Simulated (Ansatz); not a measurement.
# CaAl2Sb2: the cost of one run

Method: reference: DFT PBE, plane waves, PAW, scalar-relativistic, no spin polarisation, in Ansatz 0.2.0.

2 further runs of the same task are left out: 2 that didn't finish.

## 1. The system as given

It takes space group P-3m1 (No. 164, trigonal). Conventional cell: a = 4.499 Å, b = 4.499 Å, c = 7.731 Å, α = 90.00°, β = 90.00°, γ = 120.00°. Ca (site symmetry -3m) has 6 Sb at 3.29 Å as nearest neighbours. Al (site symmetry 3m) is surrounded by 4 Sb at 2.73 to 2.84 Å. Sb (site symmetry 3m) is surrounded by 4 Al at 2.73 to 2.84 Å.

Structure file:

```
Ca Al Sb
1.0
     4.49868    0.00000    0.00000
    -2.24934    3.89598    0.00000
     0.00000    0.00000    7.73143
Ca Al Sb
1 2 2
Direct
  0.00000 0.00000 0.00000
  0.33330 0.66670 0.62930
  0.66670 0.33330 0.37070
  0.33330 0.66670 0.26217
  0.66670 0.33330 0.73783
```

## 2. Reference

Input file input.yaml:

```yaml
crystal:
  lattice:
    - [4.498683, 0.0, 0.0]
    - [-2.249341, 3.895978, 0.0]
    - [0.0, 0.0, 7.731434]
  atoms:
    - { symbol: Ca, position: [0.0, 0.0, 0.0] }
    - { symbol: Al, position: [0.3333, 0.6667, 0.6293] }
    - { symbol: Al, position: [0.6667, 0.3333, 0.3707] }
    - { symbol: Sb, position: [0.3333, 0.6667, 0.26217] }
    - { symbol: Sb, position: [0.6667, 0.3333, 0.73783] }
  symmetry: { tolerance: 0.0003 }
kpoints:
  mp_grid: { grid: [5, 5, 3], shift: [0, 0, 0] }
magnetization:
  spin_polarized: false
scf:
  occupations: { method: fermi_dirac }
hamiltonian:
  pseudopotentials: { kind: paw }
  xc: pbe
basis:
  ecutwfc: 420
output:
  forces: true
  stress: true
  eigenvalues: true
  write_density: true
  write_potential: true
  elf: true
  volumetric_format: npy
relax:
  max_steps: 40
  cell: {}
```

On the command line:

```bash
$ ansatz run input.yaml --threads 1 --pin off --max-ram 2560MiB --backend cpu --events-out ev --progress --plain --runs-dir out
```

What time and memory should one allow on 1 thread of Arm Neoverse V1, shared host?

About 57 s, with a peak of 0.4 GiB.
